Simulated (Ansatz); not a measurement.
# C5HAlClF7O2: a ladder of functionals and wavefunction methods

How much do the methods differ for C5HAlClF7O2? The plan is to run it at one geometry with functionals of several rungs and with coupled cluster, and see how far each lands from CCSD(T) at the basis-set limit for the atomisation energy.

Method: functionals in def2-TZVPP, the program's frozen cores in correlated methods; program: Ansatz 0.2.0, Gaussian basis.

The runs, in order: LDA (SPW92), PBE-D4, revPBE-D4, BLYP-D4, r2SCAN-D4, B97M-V, PBE0-D4, B3LYP-D4, r2SCANh-D4, r2SCAN0-D4, HSE06-D4, BHLYP-D4, CAM-B3LYP-D4, LC-ωPBE, ωB97X-V, ωB97M-V, B2PLYP, PBE-QIDH; CCSD(T)/def2-SVP; CCSD(T)/def2-TZVPP; MP2/def2-QZVPP; extrapolation to the limit; RPA on PBE.

**1. The relaxed structure**

All runs share one geometry, relaxed beforehand with PBE0-D4 in a triple-zeta def2 set.

SMILES `FC(F)(F)C1=CC(C(F)(F)F)=[O+][Al-]([F])([Cl])[O]1`, 17 atoms, charge 0, spin multiplicity 1.

Atoms are counted from 1 here; the program's logs count them from 0.

Bond lengths: F1–C2 1.317 Å, C2–F3 1.334 Å, C2–F4 1.334 Å, C2–C5 1.538 Å, C5–C6 1.387 Å, C5–O16 1.260 Å, C6–C7 1.387 Å, C6–H17 1.080 Å, C7–C8 1.538 Å, C7–O12 1.260 Å, C8–F9 1.317 Å, C8–F10 1.334 Å, C8–F11 1.334 Å, O12–Al13 1.821 Å, Al13–F14 1.640 Å, Al13–Cl15 2.082 Å, Al13–O16 1.821 Å. Angles: F1–C2–F3 108.9°, F1–C2–F4 108.9°, F1–C2–C5 111.6°, F3–C2–F4 108.0°, F3–C2–C5 109.7°, F4–C2–C5 109.6°, C2–C5–C6 117.8°, C2–C5–O16 115.9°, C6–C5–O16 126.3°, C5–C6–C7 120.2°, C5–C6–H17 119.9°, C7–C6–H17 119.9°, C6–C7–C8 117.8°, C6–C7–O12 126.3°, C8–C7–O12 115.9°, C7–C8–F9 111.6°, C7–C8–F10 109.6°, C7–C8–F11 109.7° and more.

**2. LDA**

This LDA is Slater exchange with PW92 correlation.

The input, in.yaml:

```yaml
crystal:
  periodic: [false, false, false]
  atoms:
    - {symbol: F, position_ang: [-2.176469, 2.492231, 1.340869]}
    - {symbol: C, position_ang: [-1.631243, 1.327579, 1.626142]}
    - {symbol: F, position_ang: [-0.913773, 1.448186, 2.744007]}
    - {symbol: F, position_ang: [-2.600619, 0.439640, 1.851544]}
    - {symbol: C, position_ang: [-0.729774, 0.829582, 0.483972]}
    - {symbol: C, position_ang: [-0.092274, -0.391464, 0.648392]}
    - {symbol: C, position_ang: [0.748312, -0.877974, -0.342120]}
    - {symbol: C, position_ang: [1.443651, -2.227087, -0.093907]}
    - {symbol: F, position_ang: [2.216529, -2.567437, -1.104797]}
    - {symbol: F, position_ang: [0.525348, -3.177243, 0.087635]}
    - {symbol: F, position_ang: [2.185528, -2.153284, 1.011980]}
    - {symbol: O, position_ang: [1.007144, -0.319844, -1.442080]}
    - {symbol: Al, position_ang: [0.317751, 1.259661, -2.030878]}
    - {symbol: F, position_ang: [1.529405, 2.360218, -2.138178]}
    - {symbol: Cl, position_ang: [-0.963727, 0.928225, -3.638535]}
    - {symbol: O, position_ang: [-0.643680, 1.587524, -0.519284]}
    - {symbol: H, position_ang: [-0.241007, -0.958913, 1.555239]}
basis:
  gaussian: {orbitals: def2-TZVPP}
hamiltonian: {xc: lda}
output: {orbitals: {seedname: orbitals}}
```

The run is started by

```sh
> ansatz run in.yaml --threads 11 --pin off --events-out ev --progress --plain --max-ram 174080MiB --backend cuda --devices 0, --max-vram 75GiB
```

The runs that follow: PBE-D4 (GGA); revPBE-D4 (GGA); BLYP-D4 (GGA); r2SCAN-D4 (meta-GGA); B97M-V (meta-GGA); B3LYP-D4 (hybrid); r2SCANh-D4 (hybrid); r2SCAN0-D4 (hybrid); HSE06-D4 (hybrid); BHLYP-D4 (hybrid); CAM-B3LYP-D4 (range-separated); LC-ωPBE (range-separated); ωB97X-V (range-separated); ωB97M-V (range-separated); B2PLYP (double hybrid); PBE-QIDH (double hybrid); CCSD(T) in def2-SVP; CCSD(T) in def2-TZVPP; MP2 in def2-QZVPP; RPA on PBE orbitals.

Before running them: what should the planned runs give, taken together? Wanted: atomisation energy, CCSD(T)/CBS; farthest beyond LDA; mean size of error, GGA; mean size of error, meta-GGA; mean size of error, hybrid; mean size of error, range-separated; mean size of error, double hybrid; gap, smallest and largest; T1 diagnostic.

**Answer**, as computed:

| quantity | value |
| --- | --- |
| atomisation energy, CCSD(T)/CBS | 7837.6 kJ/mol |
| functionals within 39.2 kJ/mol (0.5 %) | r2SCANh-D4, PBE-QIDH |
| farthest beyond LDA | BHLYP-D4 (-467.6 kJ/mol) |
| mean size of error, GGA | 181.5 kJ/mol |
| mean size of error, meta-GGA | 89.2 kJ/mol |
| mean size of error, hybrid | 142.9 kJ/mol |
| mean size of error, range-separated | 57.0 kJ/mol |
| mean size of error, double hybrid | 50.3 kJ/mol |
| gap, smallest and largest | 2.99 eV (LDA (SPW92)), 9.88 eV (LC-ωPBE) |
| T1 diagnostic | 0.0146 |
| triples share of the correlation energy | 3.7 % |

In words: The LDA atomisation energy is off by 1684.5 kJ/mol (21 %): it overbinds. PBE-D4 misses by +406.3 kJ/mol. Double hybrids carry the basis error of their MP2 part in triple zeta, and no dispersion term here, so their miss is partly the set-up's. By mean error the best rung here is double hybrid (50.3 kJ/mol) and the worst beyond LDA is GGA (181.5 kJ/mol). The gap between the best rungs is small, so their order is not settled. The reference freezes the cores and leaves out relativity and excitations past (T), so misses under about 39.2 kJ/mol can't be ranked. Hartree-Fock recovers 69 % of the binding; the rest is correlation. CCSD(T) in def2-SVP is off by -368.7 kJ/mol, worse than the median functional, from the basis alone. The gap grows from 3.0 to 9.9 eV across the functionals, mostly with the share of exact exchange.
